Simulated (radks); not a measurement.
**Tb in [Xe] 4f9 6s2: an all-electron calculation**

An exercise on one series of results from a longer session: the logs are not shown, and one member is left open.

Program: radks (a radial shooting solver on a logarithmic mesh, Libxc functionals) version 1. Level of theory: scalar-relativistic Kohn-Sham, BLYP, spin-unpolarised, spherical densities, finite nucleus. These are calculated values, not measurements, unless marked.

### What is computed

```
element            : terbium (Z = 65)
charge             : 0
electrons          : 65
configuration      : [Xe] 4f9 6s2
nuclear rms radius : 5.06 fm
```

Outer shells as boxes (Hund's rule):

Tb
```
[Xe] core
4f [↑↓][↑↓][↑ ][↑ ][↑ ][↑ ][↑ ]
6s [↑↓]
```

The first run:

Settings of this run:

```text
Z 65
configuration [Xe] 4f9 6s2
relativity scalar-relativistic
functional b88,lyp
spin unpolarised
nucleus finite rms 5.06 fm
c 137.035999084
```

Started as:

```console
> python run_ks.py task.json out
```

This one command runs every case of the session in turn.

One table of the session follows, with a row left open; its other results are not shown here.

It belongs to the step «Radial structure». Sizes of the orbitals, from the radial functions (bohr):

```
level      <r>  outermost maximum (interpolated)  90 % within  nodes
   1s  0.02151                            0.0136       0.0389      0
   2s  0.09150                            0.0775        0.142      1
   2p  0.08088                            0.0628        0.132      0
   3s   0.2394                             0.220        0.351      2
   3p   0.2381                             0.216        0.356      1
   3d   0.2165                             0.176        0.337      0
   4s   0.5415                             0.505        0.778      3
   4p   0.5736                             0.527        0.835      2
   4d   0.6238                             0.547        0.938      1
   5s    1.327                              1.18         1.92      4
   5p    1.576                              1.35         2.33      3
   6s        ?                                 ?            ?      ?
   4f   0.9121                             0.555         1.61      0
```

Estimate the missing values for 6s.

**Answer.** <r>: 4.143; outermost maximum (interpolated): 3.46; 90 % within: 6.18; nodes: 5. In the column «<r>» it is the highest.

Caveats from the session: Spin polarisation and multiplet splitting are left out.
